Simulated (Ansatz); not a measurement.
# interstitial P in Ge: molecular dynamics, part 1 of 3

The plan is to see whether the interstitial stays in its void or moves on. The start is relaxed first. Runs: 140 steps of 6 fs under a Langevin thermostat at 600 K; 190 steps of 2 fs under a Langevin thermostat at 840 K. The host cell (diamond) has 16 atoms; the extra atom is the last.

All numbers below are computed with Ansatz 0.2.0 (DFT PBE, plane waves, PAW, scalar-relativistic, no spin polarisation).

## 1. The structure to begin with

The cell holds 17 atoms (Ge16P): a = 8.004 Å, b = 8.004 Å, c = 8.004 Å, α = 60.00°, β = 60.00°, γ = 60.00°.

Its coordinates follow in the input file.

## 2. Relaxing the start

Contents of input.yaml:

```yaml
accuracy: low
crystal:
  lattice:
    - [0.0, 5.66, 5.66]
    - [5.66, 0.0, 5.66]
    - [5.66, 5.66, 0.0]
  atoms:
    - { symbol: Ge, position: [0.0, 0.0, 0.0] }
    - { symbol: Ge, position: [0.125, 0.125, 0.125] }
    - { symbol: Ge, position: [0.0, 0.0, 0.5] }
    - { symbol: Ge, position: [0.125, 0.125, 0.625] }
    - { symbol: Ge, position: [0.0, 0.5, 0.0] }
    - { symbol: Ge, position: [0.125, 0.625, 0.125] }
    - { symbol: Ge, position: [0.0, 0.5, 0.5] }
    - { symbol: Ge, position: [0.125, 0.625, 0.625] }
    - { symbol: Ge, position: [0.5, 0.0, 0.0] }
    - { symbol: Ge, position: [0.625, 0.125, 0.125] }
    - { symbol: Ge, position: [0.5, 0.0, 0.5] }
    - { symbol: Ge, position: [0.625, 0.125, 0.625] }
    - { symbol: Ge, position: [0.5, 0.5, 0.0] }
    - { symbol: Ge, position: [0.625, 0.625, 0.125] }
    - { symbol: Ge, position: [0.5, 0.5, 0.5] }
    - { symbol: Ge, position: [0.625, 0.625, 0.625] }
    - { symbol: P, position: [0.2459636, 0.2507283, 0.7536047] }
basis:
  ecutwfc: 420.0
kpoints:
  mp_grid: { grid: [2, 2, 2] }
hamiltonian:
  xc: pbe
  pseudopotentials: { kind: paw, azcp: { folder: soft_1 } }
scf:
  occupations: { method: fermi_dirac, width: 0.05 }
  lower_state_search: "off"
relax:
  f_tol: 0.08
  max_steps: 25
  adjacent_minimum: "off"
```

On the command line:

```sh
$ ansatz run input.yaml --threads 2 --pin off --max-ram 5120MiB --backend cpu --events-out ev --progress --plain --runs-dir out
```

The program printed:

```text
Warning: RAYON_NUM_THREADS=2 ignored (pool sized by the plan → 2); use --threads N
Engine: ansatz 0.2.0, aarch64-unknown-linux-gnu
Pseudopotentials: kind: paw
Pseudopotential: Ge, paw, valence charge 14, recommended cutoff 420 eV (normal), <dir>
Pseudopotential: P, paw, valence charge 5, recommended cutoff 420 eV (normal), <dir>
Functional definition: PBE
  parameter kappa = 0.804
  parameter beta = 0.06672455060314922
  exchange = pbe_x(kappa = kappa, mu = beta*pi^2/3)
  correlation = pbe_c(beta = beta)
Crystal: 17 atoms, lattice volume = 362.643 Å³
Basis set: ecut = 420 eV, 7119 PW (Γ), exchange–correlation on 108×108×108 points (8 copies of the dense FFT grid, shifted against one another)
Bands: 138, of which v1, the nominal top of the filled ones, is band 115 counted from 1 (114 counted from 0)
Symmetry: 1 space group operations
Space group: P1 (ITA 1), of the structure as read, at distance tolerance 7.1e-5 Å
k-points: 8
Non-local potential: Ge, projectors of the file, l = 0: 2, l = 1: 2, l = 2: 3, l = 3: 1
Non-local potential: P, projectors of the file, l = 0: 2, l = 1: 2, l = 2: 1
PAW form: soft (Blöchl's): semilocal exchange-correlation on the pseudo side does not see the compensation charge
PAW one-centre angular grid: Ge, 590 points (default); XC on 64 Gauss nodes
PAW one-centre angular grid: P, 110 points (default); XC on 64 Gauss nodes
Initial density: superposition of atomic densities (chi_scale 0.1, normalization cell, long waves kept (reshape's long-wave potential 0.02 eV rms))
Initial wavefunctions: pseudopotential atomic-orbital guess
Functional: x = pbe(κ = 0.804, μ = 0.2195149727645171), c = pbe(β = 0.06672455060314922)
SCF iter   1: F=—  HF=-69471.046968 eV  |F-HF|=—  |Δ(HF+E_count)|=         —  Δρ=3.42e-2  dr2=3.72e0  ethr=3.10e-3  ⟨swp⟩=6.9  Hψ=4191  notcnv=0  defer=7
preconditioner: auto → Resta (q_TF=auto, 2.527 Å⁻¹)  ε∞=2.8  [insulator: Δε(μ)=0.519 eV  Ē_g=22.124 eV  σ=0.050 eV  W_gap=0.52  n_scr=112 (ndim 8)  ℏωp=29.5 eV  f_vac=0.000  D(μ)=3.51/eV (n_scr^D=14)  ε∞_Penn≈2.8]
SCF iter   2: F=—  HF=-69470.772983 eV  |F-HF|=—  |Δ(HF+E_count)|=   2.74e-1  Δρ=2.02e-2  dr2=1.36e0  ethr=1.63e-3  ⟨swp⟩=2.0  Hψ=1331  notcnv=0  defer=97
SCF iter   3: F=—  HF=-69470.640140 eV  |F-HF|=—  |Δ(HF+E_count)|=   1.33e-1  Δρ=2.38e-3  dr2=7.21e-2  ethr=5.92e-4  ⟨swp⟩=2.1  Hψ=1355  notcnv=0  defer=101
SCF iter   4: F=—  HF=-69470.632799 eV  |F-HF|=—  |Δ(HF+E_count)|=   7.34e-3  Δρ=1.29e-3  dr2=6.79e-3  ethr=3.15e-5  ⟨swp⟩=2.1  Hψ=1732  notcnv=0  defer=101
SCF iter   5: F=—  HF=-69470.640607 eV  |F-HF|=—  |Δ(HF+E_count)|=   7.81e-3  Δρ=4.56e-4  dr2=1.15e-3  ethr=2.96e-6  ⟨swp⟩=2.0  Hψ=1923  notcnv=0  defer=101
SCF iter   6: F=—  HF=-69470.641358 eV  |F-HF|=—  |Δ(HF+E_count)|=   7.50e-4  Δρ=1.23e-4  dr2=7.15e-5  ethr=5.02e-7  ⟨swp⟩=2.0  Hψ=1941  notcnv=0  defer=101
SCF iter   7: F=-69470.641420 eV  HF=-69470.641439 eV  |F-HF|=1.90e-5  |Δ(HF+E_count)|=   8.11e-5  Δρ=4.74e-5  dr2=2.30e-5  ethr=3.12e-8  ⟨swp⟩=4.2  Hψ=3141  notcnv=0
SCF 1 converged in 7 iterations: F = -69470.641420 eV  dr2 = 2.30e-5
relax step   1: F+E_penalty+E_count = -69470.64141991 eV  Δ(F+E_penalty+E_count) = +0.000e0 eV  max|allowed force component| = 6.682e-1 eV/Å  Δτ_max = 0.0000 Å  (7 SCF iters, dr2 threshold 1.00e-4 eV, accepted)
Initial density: handed on by an earlier stage of this run
Initial wavefunctions: those handed on with the density
iter 1 solved again at ethr=1.13e-5 eV; its pass at ethr=3.10e-3 eV (dr2=2.58e-2 eV) is discarded
SCF iter   1: F=—  HF=-69470.761178 eV  |F-HF|=—  |Δ(HF+E_count)|=         —  Δρ=3.28e-3  dr2=2.51e-2  ethr=1.13e-5  ⟨swp⟩=2.0  Hψ=3476  notcnv=0  defer=101
preconditioner: auto → LDOS  [insulator: Δε(μ)=0.309 eV  Ē_g=22.193 eV  σ=0.050 eV  W_gap=0.69  n_scr=112 (ndim 8)  ℏωp=29.5 eV  f_vac=0.059  D(μ)=3.79/eV (n_scr^D=14)  ε∞_Penn≈2.8  β→1.0]
SCF iter   2: F=—  HF=-69470.760928 eV  |F-HF|=—  |Δ(HF+E_count)|=   2.51e-4  Δρ=1.00e-3  dr2=1.24e-2  ethr=1.09e-5  ⟨swp⟩=2.5  Hψ=1811  notcnv=0  defer=101
SCF iter   3: F=—  HF=-69470.758661 eV  |F-HF|=—  |Δ(HF+E_count)|=   2.27e-3  Δρ=3.57e-4  dr2=1.99e-3  ethr=5.43e-6  ⟨swp⟩=3.0  Hψ=2048  notcnv=0  defer=101
SCF iter   4: F=—  HF=-69470.758308 eV  |F-HF|=—  |Δ(HF+E_count)|=   3.53e-4  Δρ=7.62e-5  dr2=4.49e-5  ethr=8.68e-7  ⟨swp⟩=2.0  Hψ=1194  notcnv=0  defer=101
SCF iter   5: F=-69470.758306 eV  HF=-69470.758307 eV  |F-HF|=1.81e-6  |Δ(HF+E_count)|=   1.75e-7  Δρ=2.03e-5  dr2=3.10e-6  ethr=1.22e-8  ⟨swp⟩=4.4  Hψ=3209  notcnv=0
SCF 2 converged in 5 iterations: F = -69470.758306 eV  dr2 = 3.10e-6
relax step   2: F+E_penalty+E_count = -69470.75830567 eV  Δ(F+E_penalty+E_count) = -1.169e-1 eV  max|allowed force component| = 9.573e-2 eV/Å  Δτ_max = 0.0531 Å  (5 SCF iters, dr2 threshold 2.79e-5 eV, accepted)
SCF iter   1: F=—  HF=-69470.765572 eV  |F-HF|=—  |Δ(HF+E_count)|=         —  Δρ=6.76e-4  dr2=1.71e-3  ethr=3.14e-6  ⟨swp⟩=4.8  Hψ=2521  notcnv=0  defer=101
preconditioner: auto → LDOS  [insulator: Δε(μ)=0.262 eV  Ē_g=22.192 eV  σ=0.050 eV  W_gap=0.51  n_scr=112 (ndim 8)  ℏωp=29.5 eV  f_vac=0.061  D(μ)=3.44/eV (n_scr^D=14)  ε∞_Penn≈2.8  β→1.0]
SCF iter   2: F=—  HF=-69470.765483 eV  |F-HF|=—  |Δ(HF+E_count)|=   8.95e-5  Δρ=2.61e-4  dr2=6.42e-4  ethr=7.46e-7  ⟨swp⟩=2.6  Hψ=2297  notcnv=0  defer=101
SCF iter   3: F=—  HF=-69470.765345 eV  |F-HF|=—  |Δ(HF+E_count)|=   1.37e-4  Δρ=6.33e-5  dr2=5.50e-5  ethr=2.80e-7  ⟨swp⟩=2.0  Hψ=1652  notcnv=0  defer=101
SCF iter   4: F=—  HF=-69470.765282 eV  |F-HF|=—  |Δ(HF+E_count)|=   6.28e-5  Δρ=1.79e-5  dr2=4.18e-6  ethr=2.40e-8  ⟨swp⟩=2.0  Hψ=1805  notcnv=0  defer=101
SCF iter   5: F=—  HF=-69470.765282 eV  |F-HF|=—  |Δ(HF+E_count)|=   6.21e-7  Δρ=7.28e-6  dr2=4.45e-7  ethr=1.83e-9  ⟨swp⟩=2.8  Hψ=1893  notcnv=0  defer=101
SCF iter   6: F=-69470.765282 eV  HF=-69470.765282 eV  |F-HF|=2.53e-9  |Δ(HF+E_count)|=   1.79e-7  Δρ=2.05e-6  dr2=3.99e-8  ethr=4.37e-11  ⟨swp⟩=4.8  Hψ=3293  notcnv=0
SCF 3 converged in 6 iterations: F = -69470.765282 eV  dr2 = 3.99e-8
relax step   3: F+E_penalty+E_count = -69470.76528185 eV  Δ(F+E_penalty+E_count) = -6.976e-3 eV  max|allowed force component| = 5.860e-2 eV/Å  Δτ_max = 0.0079 Å  (6 SCF iters, accepted)
SCF converged after 6 iterations
Free energy (F): -69470.765282 eV
Harris-Foulkes:  -69470.765282 eV  (|F-HF|=2.53e-9)
Internal energy: -69470.738069 eV  (E = F + TS)
E sigma→0 (E₀):  -69470.751675 eV
Entropy (-TS):   -0.027213 eV (-1.601 meV/atom)
Fermi energy:    9.341989 eV
--- Per-component energies (eV) ---
  E_band       = -2250.031937
  E_kinetic    = 1569.689633
  E_local      = -35708.987519  (includes V_loc(G=0)·N_el)
  E_nonlocal   = 3509.865324
  E_hartree    = 17071.575903
  E_xc         = -1228.319506
  E_vxc        = -1113.994380  (∫ρ·V_xc dr)
  E_paw        = -32759.343646  (= ΣΔE_a)
  E_vpaw       = -4649.760161  (= ΣTr[D̂ρ^β])
  E_aug_tail   = 0.000313  (compensation charges beyond the density's cutoff)
  E_ewald      = -21925.218572
  E_smearing   = -0.027213  (= −TS)
  E_closure    = -0.000000  (closes the sum)
  Σ components = -69470.765282   (vs F -69470.765282, Δ=0.00e0)
--- Forces (eV/Å), atoms counted from 1 ---
  atom   1  Ge     0.00187042     0.00399386    -0.02076445
  atom   2  Ge    -0.03272228    -0.04289393     0.03495295
  atom   3  Ge    -0.00190003     0.00045014     0.00147662
  atom   4  Ge     0.05554121     0.04575225     0.03967124
  atom   5  Ge     0.02026543     0.00303619    -0.00135005
  atom   6  Ge     0.02472422    -0.02861233    -0.02575316
  atom   7  Ge    -0.00097792    -0.02242623     0.00245814
  atom   8  Ge    -0.03636950     0.04468064    -0.05240080
  atom   9  Ge     0.00529837     0.02294658    -0.00573739
  atom  10  Ge    -0.02766818     0.02390621    -0.02044011
  atom  11  Ge    -0.02584264    -0.00325497    -0.00193769
  atom  12  Ge     0.05860007    -0.05066261    -0.05653083
  atom  13  Ge    -0.00043153     0.00008052     0.00031815
  atom  14  Ge     0.02059352     0.02508774     0.02787438
  atom  15  Ge     0.00245690    -0.00421373     0.02503489
  atom  16  Ge    -0.02433355    -0.01996559     0.02335979
  atom  17  P     -0.03910831     0.00209560     0.02976956
  max |Σ_I F_I| component: 3.80e-6 eV/Å
--- Relaxed structure (3 steps of the walk, 3 accepted, 0 SCFs on fresh bases) ---
  F+E_penalty+E_count = -69470.76528185 eV   max|allowed force component| = 5.860e-2 eV/Å
  atoms:
    - { symbol: Ge, position: [-0.0052462127207923625, -0.005057820202573894, 0.005080265469600957] }
    - { symbol: Ge, position: [0.12480507952666875, 0.12452279945877304, 0.12607900704491307] }
    - { symbol: Ge, position: [-0.0006338907968427431, 0.000127974620974677, 0.5005321910166166] }
    - { symbol: Ge, position: [0.12499318274548539, 0.12480831745955352, 0.6246431655340383] }
    - { symbol: Ge, position: [-0.005242787532309917, 0.505225486039036, 0.005114699451281429] }
    - { symbol: Ge, position: [0.1284746974176867, 0.6237971821212124, 0.1239877867204639] }
    - { symbol: Ge, position: [-0.005230454507889615, 0.5050551017316025, 0.49508759036569017] }
    - { symbol: Ge, position: [0.1249485498125909, 0.6257004124556409, 0.6245578726712269] }
    - { symbol: Ge, position: [0.5051802958153826, -0.005040615769138335, 0.004943861400371785] }
    - { symbol: Ge, position: [0.623606402512568, 0.12843906460237448, 0.12413189963115245] }
    - { symbol: Ge, position: [0.5049356767354621, -0.0049546419712315215, 0.4951745236000823] }
    - { symbol: Ge, position: [0.62498370861411, 0.12503237934427336, 0.6249215849408654] }
    - { symbol: Ge, position: [0.4999641573291454, 0.5000050254137176, 3.575435982655639e-5] }
    - { symbol: Ge, position: [0.6235940828484869, 0.6238670473019687, 0.12409329758213294] }
    - { symbol: Ge, position: [0.5050011784794459, 0.504876943201253, 0.49514697586945955] }
    - { symbol: Ge, position: [0.6236623016219166, 0.623997855337915, 0.6284249812876621] }
    - { symbol: P, position: [0.24816763209888462, 0.25032578885464785, 0.7516492430546152] }
```

Wall time 30 s (2 threads of Arm Neoverse V1, shared host); peak memory 0.99 GiB.

Relaxation path:

| step | energy from step 1 (eV/cell) | largest force component (eV/Å) |
| --- | --- | --- |
| 1 | 0.0000 | 0.6682 |
| 2 | -0.1169 | 0.0957 |
| 3 | -0.1239 | 0.0586 |

Step 1 is the start.

The largest move, 0.06 Å, is shared by several atoms, Ge5 among them.

## 3. Run 1

140 steps of 6 fs under a Langevin thermostat at 600 K, from the relaxed start.

Contents of input.yaml:

```yaml
accuracy: low
crystal:
  lattice:
    - [0.0, 5.66, 5.66]
    - [5.66, 0.0, 5.66]
    - [5.66, 5.66, 0.0]
  atoms:
    - { symbol: Ge, position: [-0.00524621, -0.00505782, 0.00508027] }
    - { symbol: Ge, position: [0.12480508, 0.1245228, 0.12607901] }
    - { symbol: Ge, position: [-0.00063389, 0.00012797, 0.50053219] }
    - { symbol: Ge, position: [0.12499318, 0.12480832, 0.62464317] }
    - { symbol: Ge, position: [-0.00524279, 0.50522549, 0.0051147] }
    - { symbol: Ge, position: [0.1284747, 0.62379718, 0.12398779] }
    - { symbol: Ge, position: [-0.00523045, 0.5050551, 0.49508759] }
    - { symbol: Ge, position: [0.12494855, 0.62570041, 0.62455787] }
    - { symbol: Ge, position: [0.5051803, -0.00504062, 0.00494386] }
    - { symbol: Ge, position: [0.6236064, 0.12843906, 0.1241319] }
    - { symbol: Ge, position: [0.50493568, -0.00495464, 0.49517452] }
    - { symbol: Ge, position: [0.62498371, 0.12503238, 0.62492158] }
    - { symbol: Ge, position: [0.49996416, 0.50000503, 3.575e-05] }
    - { symbol: Ge, position: [0.62359408, 0.62386705, 0.1240933] }
    - { symbol: Ge, position: [0.50500118, 0.50487694, 0.49514698] }
    - { symbol: Ge, position: [0.6236623, 0.62399786, 0.62842498] }
    - { symbol: P, position: [0.24816763, 0.25032579, 0.75164924] }
basis:
  ecutwfc: 420.0
kpoints:
  mp_grid: { grid: [2, 2, 2] }
hamiltonian:
  xc: pbe
  pseudopotentials: { kind: paw, azcp: { folder: soft_1 } }
scf:
  occupations: { method: fermi_dirac, width: 0.05 }
  lower_state_search: "off"
  max_iter: 93
md:
  timestep: 6
  n_steps: 140
  ensemble: nvt_langevin
  temperature: 600.0
  initial_velocities: maxwell_boltzmann
  seed: 541280
  friction: 0.05
```

On the command line:

```sh
$ ansatz run input.yaml --threads 2 --pin off --max-ram 5120MiB --backend cpu --events-out ev --progress --plain --runs-dir out
```

The program printed (excerpt; [...] marks lines left out):

```text
Warning: md: disabling space-group detection — thermal motion breaks the input geometry's symmetry, so no spatial operation reduces the k-mesh or symmetrises the density; time reversal is kept, so that k and −k are solved as one point where they differ and the mesh holds both, and exact [...]
Warning: RAYON_NUM_THREADS=2 ignored (pool sized by the plan → 2); use --threads N
[...]
Pseudopotentials: kind: paw
Pseudopotential: Ge, paw, valence charge 14, recommended cutoff 420 eV (normal), <dir>
Pseudopotential: P, paw, valence charge 5, recommended cutoff 420 eV (normal), <dir>
Functional definition: PBE
[...]
md step     7: t =    42.00 fs  T =   648.5 K  F+E_penalty+E_count = -69469.69626037 eV  E_kin = 1.425041 eV  (7 SCF iters)
[...]
md step    14: t =    84.00 fs  T =   471.4 K  F+E_penalty+E_count = -69469.86557032 eV  E_kin = 1.035935 eV  (7 SCF iters)
[...]
md step    21: t =   126.00 fs  T =   537.0 K  F+E_penalty+E_count = -69469.80356117 eV  E_kin = 1.179983 eV  (7 SCF iters)
[...]
md step    28: t =   168.00 fs  T =   473.8 K  F+E_penalty+E_count = -69469.84508124 eV  E_kin = 1.041098 eV  (7 SCF iters)
md step    29: t =   174.00 fs  T =   804.6 K  F+E_penalty+E_count = -69469.87887587 eV  E_kin = 1.767997 eV  (7 SCF iters)
```

(Continued in part 2 of 3.)
